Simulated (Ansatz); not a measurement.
# S4Ta ([TaS4]3-): the cost of one run

Method: the settings change from run to run; program: Ansatz 0.2.0, Gaussian basis.

### 1 The relaxed structure

The structure was relaxed beforehand with PBE-D4/def2-SVPD. Ta takes a core potential in def2 sets; no spin-orbit term is included.

5 atoms, charge -3, spin multiplicity 1.

Atoms are counted from 1 here; the program's logs count them from 0.

Bond lengths: Ta1–S2 2.346 Å, Ta1–S3 2.346 Å, Ta1–S4 2.346 Å, Ta1–S5 2.346 Å. Angles: S2–Ta1–S3 109.5°, S2–Ta1–S4 109.5°, S2–Ta1–S5 109.5°, S3–Ta1–S4 109.5°, S3–Ta1–S5 109.5°, S4–Ta1–S5 109.5°.

### 2 wB97M-V/def2-TZVPD

Set apart from the defaults: atoms shaken by 0.08 Å.

File in.yaml:

```yaml
crystal:
  periodic: [false, false, false]
  atoms:
    - {symbol: Ta, position_ang: [0.056709, -0.023162, 0.048865]}
    - {symbol: S, position_ang: [0.171372, 0.253126, 2.298099]}
    - {symbol: S, position_ang: [2.138170, -0.058972, -0.611351]}
    - {symbol: S, position_ang: [-1.154889, 1.906457, -0.697661]}
    - {symbol: S, position_ang: [-1.005669, -1.921156, -0.793587]}
basis:
  gaussian: {orbitals: def2-TZVPD}
total_charge: -3
hamiltonian: {xc: {name: wB97M-V}}
scf: {omitted_lower_state_checks: [starts]}
output: {forces: true}
```

Launch:

```console
> ansatz run in.yaml --threads 4 --pin off --events-out ev --progress --plain --max-ram 3916MiB
```

**Question.** How long does this run take on 4 threads of Arm Neoverse V2, shared host, and how much memory does it need?

About 21 s, with a peak of 1.1 GiB.
